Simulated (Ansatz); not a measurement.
Working through vertical energies of changing the electron count of Cl3FSi, SMILES F[Si](Cl)(Cl)Cl

Program: the Ansatz DFT code, driven from Python.

Input file `cl3fsi.xyz`:
```text
5

F     0.95410   -1.02360    1.10470
Si    0.05710   -0.08190    0.07790
Cl   -1.64580    0.67630    0.94940
Cl   -0.46760   -1.13870   -1.55080
Cl    1.15210    1.49430   -0.62260
```

At the Python prompt:
```pycon
>>> import ansatz as az
>>> def single_point(molecule, charge=0, unpaired=0):
...     calc = (
...         molecule.calculation()
...         .basis(gaussian="def2-SVPD")
...         .correlation("mp2")
...     )
...     if charge:
...         calc = calc.charge(charge)
...     if unpaired:
...         calc = calc.spin("collinear", total=unpaired)
...     return calc.run(threads=1, backend="cpu").report["free_energy_ev"]
...
>>> molecule = az.Crystal.molecule_from_extxyz("cl3fsi.xyz")
>>> # total-energy differences at one geometry
>>> parent = single_point(molecule, 0, 0)
>>> cation = single_point(molecule, 1, 1)
>>> print(f"E(N)   = {parent:.5f} eV")
E(N)   = -48088.66045 eV
>>> print(f"E(N-1) = {cation:.5f} eV  (1 unpaired)")
E(N-1) = -48076.12233 eV  (1 unpaired)
>>> print(f"vertical ionisation energy {cation - parent:.3f} eV")
vertical ionisation energy 12.538 eV
>>> anion = single_point(molecule, -1, 1)
>>> print(f"E(N+1) = {anion:.5f} eV  (1 unpaired)")
E(N+1) = -48087.84739 eV  (1 unpaired)
>>> print(f"vertical electron affinity {parent - anion:.3f} eV" + ("" if anion < parent else " (unbound in this basis)"))
vertical electron affinity -0.813 eV (unbound in this basis)
>>> print(f"fundamental gap IP - EA = {cation + anion - 2 * parent:.3f} eV")
fundamental gap IP - EA = 13.351 eV
```

At this unrelaxed geometry removing an electron costs 12.54 eV and an added one is unbound in this basis (by 0.81 eV).

Caveats:
- Total energies depend on the basis set; only differences at equal settings carry meaning.
- The geometry is a force-field or estimated start, not a minimum of this method, and the basis set is short of its limit. All parts are taken at fixed geometry, without zero-point energy. At an unrelaxed start these energies can be a whole eV from those at the minimum, and a small affinity can change sign.
- A negative electron affinity means that the anion is unbound here; its size hangs on the basis and tends to about zero as the basis grows, and so does its part in any gap built on it.
- It ran for 75 s on 1 thread of Arm Neoverse V2 (shared host), peak memory 0.49 GiB.
